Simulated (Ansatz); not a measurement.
Molecular dynamics of NaScTl$_{2}$F$_{6}$

Input file:

```yaml
crystal:
  lattice:
    - [8.894934, 4.447467, 4.447467]
    - [4.447467, 8.894934, 4.447467]
    - [4.447467, 4.447467, 8.894934]
  atoms:
    - { symbol: Na, position: [0.25, 0.25, 0.25] }
    - { symbol: Sc, position: [0.0, 0.0, 0.0] }
    - { symbol: Tl, position: [0.125, 0.125, 0.125] }
    - { symbol: Tl, position: [0.375, 0.375, 0.375] }
    - { symbol: F, position: [0.8497115, 0.3834295, 0.3834295] }
    - { symbol: F, position: [0.6502885, 0.1165705, 0.1165705] }
    - { symbol: F, position: [0.3834295, 0.8497115, 0.3834295] }
    - { symbol: F, position: [0.1165705, 0.6502885, 0.1165705] }
    - { symbol: F, position: [0.3834295, 0.3834295, 0.8497115] }
    - { symbol: F, position: [0.1165705, 0.1165705, 0.6502885] }
    - { symbol: Na, position: [0.75, 0.75, 0.75] }
    - { symbol: Sc, position: [0.5, 0.5, 0.5] }
    - { symbol: Tl, position: [0.625, 0.625, 0.625] }
    - { symbol: Tl, position: [0.875, 0.875, 0.875] }
    - { symbol: F, position: [0.3497115, 0.8834295, 0.8834295] }
    - { symbol: F, position: [0.1502885, 0.6165705, 0.6165705] }
    - { symbol: F, position: [0.8834295, 0.3497115, 0.8834295] }
    - { symbol: F, position: [0.6165705, 0.1502885, 0.6165705] }
    - { symbol: F, position: [0.8834295, 0.8834295, 0.3497115] }
    - { symbol: F, position: [0.6165705, 0.6165705, 0.1502885] }
basis:
  ecutwfc: 500.0
kpoints:
  mp_grid: { grid: [2, 2, 2] }
hamiltonian:
  xc: r2scan
  dispersion: d3bj
scf:
  occupations: { method: fermi_dirac, width: 0.36 }
  lower_state_search: "off"
md:
  timestep: 2.25
  n_steps: 120
  ensemble: nvt_langevin
  temperature: 4200.0
  initial_velocities: maxwell_boltzmann
  seed: 304467
  friction: 0.02
```

Run as:

```bash
$ ansatz run input.yaml --threads 4 --pin off --max-ram 10240MiB --backend cpu --events-out ev --progress --plain --runs-dir out
```

It starts from an unrelaxed structure (largest force component 0.48 eV/Å).

Output, in part (step lines):

```
md step     0: t =     0.00 fs  T =  3990.0 K  F+E_penalty+E_count = -62838.12515508 eV  E_kin = 10.314948 eV  (8 SCF iters)
[... lines left out ...]
```

The steps, from the saved trajectory:

```json
{"time (fs)": "0.0", "T (K)": "3990", "potential energy less start (eV)": "0.000"}
{"time (fs)": "9.0", "T (K)": "4216", "potential energy less start (eV)": "1.012"}
{"time (fs)": "18.0", "T (K)": "3816", "potential energy less start (eV)": "2.647"}
{"time (fs)": "27.0", "T (K)": "3062", "potential energy less start (eV)": "4.291"}
{"time (fs)": "36.0", "T (K)": "3020", "potential energy less start (eV)": "4.536"}
{"time (fs)": "45.0", "T (K)": "3375", "potential energy less start (eV)": "4.974"}
{"time (fs)": "54.0", "T (K)": "2593", "potential energy less start (eV)": "7.802"}
{"time (fs)": "63.0", "T (K)": "2846", "potential energy less start (eV)": "8.322"}
{"time (fs)": "72.0", "T (K)": "4221", "potential energy less start (eV)": "8.603"}
{"time (fs)": "81.0", "T (K)": "4599", "potential energy less start (eV)": "9.560"}
{"time (fs)": "90.0", "T (K)": "4194", "potential energy less start (eV)": "11.528"}
{"time (fs)": "99.0", "T (K)": "3159", "potential energy less start (eV)": "12.119"}
{"time (fs)": "108.0", "T (K)": "3441", "potential energy less start (eV)": "10.330"}
{"time (fs)": "117.0", "T (K)": "3743", "potential energy less start (eV)": "9.620"}
{"time (fs)": "126.0", "T (K)": "3811", "potential energy less start (eV)": "10.242"}
{"time (fs)": "135.0", "T (K)": "4610", "potential energy less start (eV)": "9.022"}
{"time (fs)": "144.0", "T (K)": "4336", "potential energy less start (eV)": "7.670"}
{"time (fs)": "153.0", "T (K)": "3763", "potential energy less start (eV)": "6.270"}
{"time (fs)": "162.0", "T (K)": "3446", "potential energy less start (eV)": "6.001"}
{"time (fs)": "171.0", "T (K)": "3822", "potential energy less start (eV)": "5.624"}
{"time (fs)": "180.0", "T (K)": "4313", "potential energy less start (eV)": "5.359"}
{"time (fs)": "189.0", "T (K)": "3977", "potential energy less start (eV)": "7.408"}
{"time (fs)": "198.0", "T (K)": "4155", "potential energy less start (eV)": "7.794"}
{"time (fs)": "207.0", "T (K)": "3876", "potential energy less start (eV)": "7.539"}
{"time (fs)": "216.0", "T (K)": "3304", "potential energy less start (eV)": "8.122"}
{"time (fs)": "225.0", "T (K)": "3510", "potential energy less start (eV)": "7.960"}
{"time (fs)": "234.0", "T (K)": "3638", "potential energy less start (eV)": "9.884"}
{"time (fs)": "243.0", "T (K)": "2759", "potential energy less start (eV)": "11.763"}
{"time (fs)": "252.0", "T (K)": "3647", "potential energy less start (eV)": "9.789"}
{"time (fs)": "261.0", "T (K)": "3462", "potential energy less start (eV)": "9.482"}
{"time (fs)": "270.0", "T (K)": "3404", "potential energy less start (eV)": "9.511"}
```

All steps were run. A run of 0.27 ps of so small a system gives no equilibrium averages. Limits of this set-up: coarse k mesh.

Mean squared displacements from the first frame to the last, about the centre of mass: Na 0.50 Å², Sc 0.31 Å², Tl 0.65 Å², F 0.60 Å².

Last frame:

```xyz
20
Lattice="8.8949 4.4475 4.4475 4.4475 8.8949 4.4475 4.4475 4.4475 8.8949" Properties=species:S:1:pos:R:3
Na 4.490 4.476 3.721
Sc 0.129 0.714 0.200
Tl 1.860 1.580 2.645
Tl 6.483 6.666 6.888
F 10.563 10.026 9.029
F 7.164 4.970 4.405
F 8.205 11.415 9.316
F 5.686 6.587 4.053
F 8.380 8.524 10.830
F 4.575 4.612 6.449
Na 12.985 14.031 13.712
Sc 8.615 9.556 9.119
Tl 11.661 11.764 10.242
Tl 15.488 16.216 15.564
F 10.687 13.255 14.022
F 6.156 8.924 8.806
F 13.042 11.457 13.072
F 9.291 7.539 8.695
F 12.576 13.703 11.299
F 9.157 9.028 6.623
```

The run took 23 min on 4 threads of Intel(R) Xeon(R) Platinum 8488C (Sapphire Rapids), on a shared host, peak memory 2.3 GiB.
